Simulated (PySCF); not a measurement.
# C3H9ISi: the cost of one run

The runs use PySCF 2.14.0; levels as typed in each script, gas phase, geometry from GFN2-xTB.

**1. The starting structure**

14 atoms, charge 0, spin multiplicity 1.

Bond lengths: C1–Si2 1.897 Å, C1–H6 1.086 Å, C1–H7 1.086 Å, C1–H8 1.086 Å, Si2–C3 1.897 Å, Si2–C4 1.897 Å, Si2–I5 2.500 Å, C3–H9 1.086 Å, C3–H10 1.086 Å, C3–H11 1.086 Å, C4–H12 1.086 Å, C4–H13 1.086 Å, C4–H14 1.086 Å. Angles: Si2–C1–H6 111.2°, Si2–C1–H7 111.3°, Si2–C1–H8 111.2°, H6–C1–H7 107.8°, H6–C1–H8 107.6°, H7–C1–H8 107.6°, C1–Si2–C3 112.3°, C1–Si2–C4 112.3°, C1–Si2–I5 106.5°, C3–Si2–C4 112.3°, C3–Si2–I5 106.5°, C4–Si2–I5 106.5°, Si2–C3–H9 111.2°, Si2–C3–H10 111.3°, Si2–C3–H11 111.2°, H9–C3–H10 107.6°, H9–C3–H11 107.6°, H10–C3–H11 107.8° and more.

Geometry (Å):

```
atom    x (Å)    y (Å)    z (Å)
  C1   1.7823  -0.3243   1.7899
 Si2   1.2448   0.0000   0.0000
  C3   1.7823  -1.3880  -1.1758
  C4   1.7824   1.7122  -0.6141
  I5  -1.2555   0.0000   0.0000
  H6   1.4064  -1.2795   2.1456
  H7   2.8646  -0.3386   1.8803
  H8   1.4068   0.4452   2.4578
  H9   1.4061  -2.3516  -0.8436
 H10   2.8646  -1.4591  -1.2334
 H11   1.4064  -1.2184  -2.1809
 H12   1.4065   2.4979   0.0353
 H13   2.8646   1.7976  -0.6469
 H14   1.4062   1.9063  -1.6147
```

**2. Density, bond paths and surface potential (PBE0/def2-tzvp)**

Input file input.py:

```python
import numpy as np
from pyscf import gto, scf, dft
from pyscf.scf import atom_ks, atom_hf
from scipy.linalg import block_diag

def solve(mol, dm0=None, hcore=None):
    mf = (dft.UKS if mol.spin else dft.RKS)(mol, xc='pbe0')
    mf.grids.level = 3
    mf = mf.density_fit(auxbasis='def2-universal-jkfit')
    mf.conv_tol, mf.max_cycle = 1e-8, 80
    if hcore is not None:
        mf.get_hcore = lambda *args: hcore
    mf.kernel(dm0)
    if not mf.converged:
        mf = mf.newton().run(mf.mo_coeff, mf.mo_occ, max_cycle=30)
    assert mf.converged, 'SCF not converged'
    return mf

mol = gto.M(atom='''
C      1.78233    -0.32434     1.78988
Si     1.24484     0.00003     0.00001
C      1.78231    -1.38797    -1.17582
C      1.78237     1.71222    -0.61409
I     -1.25551     0.00001     0.00001
H      1.40641    -1.27955     2.14555
H      2.86458    -0.33863     1.88027
H      1.40685     0.44525     2.45784
H      1.40613    -2.35157    -0.84362
H      2.86456    -1.45913    -1.23336
H      1.40642    -1.21837    -2.18089
H      1.40649     2.49785     0.03531
H      2.86463     1.79760    -0.64693
H      1.40622     1.90634    -1.61471
''', basis='def2-tzvp', ecp={'I': 'def2-tzvp'}, charge=0, spin=0, verbose=4)
mf = solve(mol)
mf.analyze()
# spherically averaged free atoms, for the promolecule
atom_ks.AtomSphAverageRKS.init_guess_by_vsap = lambda self, mol=None: self.init_guess_by_minao(mol)  # core potentials
atm = atom_ks.get_atm_nrks(mol, xc='pbe0')
pro = block_diag(*[(atm[a[0]][2] * atm[a[0]][3]) @ atm[a[0]][2].T for a in mol._atom])
np.savez('result.npz', e=mf.e_tot, c=mf.mo_coeff, occ=mf.mo_occ, eps=mf.mo_energy, pro=pro, dip=mf.dip_moment(verbose=0), s2=mf.spin_square()[0])
```

Command:

```console
$ OMP_NUM_THREADS=1 python input.py
```

Q: Estimate wall time and peak memory on 1 thread of Arm Neoverse V1, shared host.

About 70 s, with a peak of 0.94 GiB.
